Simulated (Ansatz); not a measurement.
# AlBr+ (quartet): wave-function methods side by side, cc-pVTZ

The task here is to estimate one member of a computed series from the others.

Method: cc-pVTZ, core rule «outside noble gas», up to 19 orbitals frozen; program: Ansatz 0.2.0, Gaussian basis.

Plan: UHF; CCSD(T) on ROHF; CCSD(T) on UHF; BCCD(T) on ROHF; CISD; CCSDT(Q) on ROHF; CCSDT(Q) on UHF.

24 further runs of the same task are left out: 8 for a known fault of the program, 8 that didn't finish, 8 set aside as unsound or not needed.

## The geometry

The geometry is a PBE0/def2-TZVP stationary point (not a proven minimum). No spin-orbit coupling is included. The filled d shell of Br may be among the frozen orbitals whatever the setting's name suggests; the logs give the count.

2 atoms, charge 1, spin multiplicity 4.

Atoms are counted from 1 here; the program's logs count them from 0.

Bond lengths: Al1–Br2 2.527 Å.

Set-up of the first run:

Contents of in.yaml:

```yaml
crystal:
  periodic: [false, false, false]
  atoms:
    - {symbol: Al, position_ang: [0.000000, 0.000000, 0.000000]}
    - {symbol: Br, position_ang: [0.000000, 0.000000, 2.526700]}
basis:
  gaussian: {orbitals: cc-pVTZ}
total_charge: 1
magnetization: {spin_polarized: true, initial_magnetization: 3}
hamiltonian: {xc: hf}
output: {orbitals: {seedname: orbitals}}
```

Command:

```
$ ansatz run in.yaml --threads 1 --pin off --events-out ev --progress --plain --max-ram 2393MiB
```

Among the steps run: UHF; CCSD(T) on ROHF; CCSD(T) on UHF; BCCD(T) on ROHF; CISD; CCSDT(Q) on ROHF; CCSDT(Q) on UHF.

One of the session's tables, all rows but one given; the rest of the session is left out.

| method | from UCCSDT(Q) (meV) |
| --- | --- |
| ROHF | +5021.2 |
| UHF | ? |
| RMP2 | +865.3 |
| UMP2 | +877.7 |
| CISD | +456.1 |
| RCCSD | +242.6 |
| UCCSD | +233.4 |
| RCCSD(T) | +72.9 |
| UCCSD(T) | +68.1 |
| BCCD(T) | +73.3 |
| RCCSDT | +25.0 |
| UCCSDT | +21.7 |
| RCCSDT(Q) | +1.0 |
| UCCSDT(Q) | 0 |

**Question.** Estimate the row for UHF.

As computed: from UCCSDT(Q) (meV): +4865.9. In the column «from UCCSDT(Q) (meV)» it lies between UMP2 (+877.7) and ROHF (+5021.2).

To keep in mind: Restricted and unrestricted rows rest on different reference determinants; where their highest levels disagree by more than a few hundredths of an eV, they describe different states and don't form one ladder.
